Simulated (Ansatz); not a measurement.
# SnO: how the settings move a single-point run

How sensitive is a single-point run of SnO to its settings? A reference run comes first, then five runs with altered input. The cell is built on a prototype (zincblende) and needn't be the phase found in nature.

Computed with Ansatz 0.2.0 (reference: DFT, r2SCAN, plane waves, PAW, unless a step's input says otherwise).

4 further runs of the same task are left out: 4 that didn't finish.

### 1 Starting point

Symmetry: F-43m, No. 216, cubic system. The conventional cell has a = 5.416 Å, b = 5.416 Å, c = 5.416 Å, α = 90.00°, β = 90.00°, γ = 90.00°. Sn (site symmetry -43m) is surrounded by 4 O at 2.35 Å. Around O (site symmetry -43m) lie 4 Sn at 2.35 Å.

Coordinates:

```cif
data_structure
_symmetry_space_group_name_H-M 'P 1'
_symmetry_Int_Tables_number 1
_cell_length_a 3.8300
_cell_length_b 3.8300
_cell_length_c 3.8300
_cell_angle_alpha 60.000
_cell_angle_beta 60.000
_cell_angle_gamma 60.000
_cell_volume 39.73
loop_
_atom_site_label
_atom_site_type_symbol
_atom_site_fract_x
_atom_site_fract_y
_atom_site_fract_z
_atom_site_occupancy
Sn1 Sn 0.00000 0.00000 0.00000 1
O1 O 0.25000 0.25000 0.25000 1
```

### 2 Reference

The input, input.yaml:

```yaml
crystal:
  lattice:
    - [0.0, 2.7082147176, 2.7082147176]
    - [2.7082147176, 0.0, 2.7082147176]
    - [2.7082147176, 2.7082147176, 0.0]
  atoms:
    - { symbol: Sn, position: [0.0, 0.0, 0.0] }
    - { symbol: O, position: [0.25, 0.25, 0.25] }
kpoints:
  mp_grid: { grid: [6, 6, 6] }
hamiltonian:
  xc: r2scan
scf:
  occupations: { method: fermi_dirac, width: 0.02 }
  n_extra_bands: 4
output:
  forces: true
  stress: true
  eigenvalues: true
```

Command:

```bash
$ ansatz run input.yaml --threads 4 --pin off --max-ram 3686MiB --backend cpu --events-out ev --progress --plain --runs-dir out
```

### 3 Variant: ecutwfc 350

input.yaml, as its differences from that of step 2:

```diff
@@ -19 +19,3 @@
   eigenvalues: true
+basis:
+  ecutwfc: 350
```

### 4 Variant: mp_grid.grid [4, 4, 4]

input.yaml, as its differences from that of step 2:

```diff
@@ -9,3 +9,3 @@
 kpoints:
-  mp_grid: { grid: [6, 6, 6] }
+  mp_grid: { grid: [4, 4, 4] }
 hamiltonian:
```

### 5 Changed: occupations.method cold, occupations.width 0.001

input.yaml, as its differences from that of step 2:

```diff
@@ -13,3 +13,3 @@
 scf:
-  occupations: { method: fermi_dirac, width: 0.02 }
+  occupations: { method: cold, width: 0.001 }
   n_extra_bands: 4
```

### 6 Changing settings: occupations.method methfessel_paxton, occupations.width 0.001

input.yaml, as its differences from that of step 2:

```diff
@@ -13,3 +13,3 @@
 scf:
-  occupations: { method: fermi_dirac, width: 0.02 }
+  occupations: { method: methfessel_paxton, width: 0.001 }
   n_extra_bands: 4
```

### 7 Changing settings: mixing.beta 0.05

input.yaml, as its differences from that of step 2:

```diff
@@ -15,2 +15,4 @@
   n_extra_bands: 4
+  mixing: { beta: 0.05 }
+  max_iter: 52
 output:
```

Before running it: what results should come out? Wanted: for each run, ending; energy change; pressure; gap; force.

**Answer**, as computed:

```
                                                             run     ending        energy change  pressure (GPa)  gap (eV)  force (eV/Å)  cycles   time
                                                       reference  converged                    0            -0.1      0.00          0.00       7  6.7 s
                                                  1: ecutwfc 350  converged       +43.2 meV/atom             0.0      0.00          0.00       6    6 s
                                       2: mp_grid.grid [4, 4, 4]  converged       -14.3 meV/atom            -0.9      0.00          0.00       7  5.5 s
             3: occupations.method cold, occupations.width 0.001  converged  +0.3 meV/atom (σ→0)            -0.1      0.00          0.00      12   10 s
4: occupations.method methfessel_paxton, occupations.width 0.001  converged  +0.3 meV/atom (σ→0)            -0.1      0.00          0.00      12  9.1 s
                                             5: mixing.beta 0.05  converged         0.0 meV/atom            -0.1      0.00          0.00      11  8.9 s
```

Residual by cycle in the longest SCF loop of each run; runs are numbered as in the table. The quantity is the density residual dr2, in eV.

```
cycle  reference    run 1    run 2    run 3    run 4    run 5
    1    0.00726  0.00777  0.00699  0.00727  0.00727  0.00726
    2    0.00994   0.0133  0.00802   0.0191   0.0191   0.0111
    3     0.0023  0.00295  0.00333   0.0163   0.0163   0.0107
    4     2.0e-4   8.8e-5  0.00114   0.0154   0.0154  0.00422
    5     1.2e-5   2.2e-5   3.6e-5   0.0138   0.0138   0.0035
    6     1.3e-7   8.0e-8   2.9e-6  0.00982  0.00992  0.00285
    7     1.5e-9        -   1.1e-8  0.00434  0.00441   0.0024
    8          -        -        -  0.00151  0.00153   5.2e-4
    9          -        -        -   2.9e-4   2.9e-4   2.0e-5
   10          -        -        -   1.9e-5   1.9e-5   1.3e-8
   11          -        -        -   7.6e-7   7.8e-7  3.4e-10
   12          -        -        -   3.2e-8   3.3e-8        -
```

What this shows: Semilocal functionals close small gaps, so the missing gap need not be the real solid's. Run 1 ran under the cutoff that the potentials recommend, as the log warns, so basis error is mixed into its values.
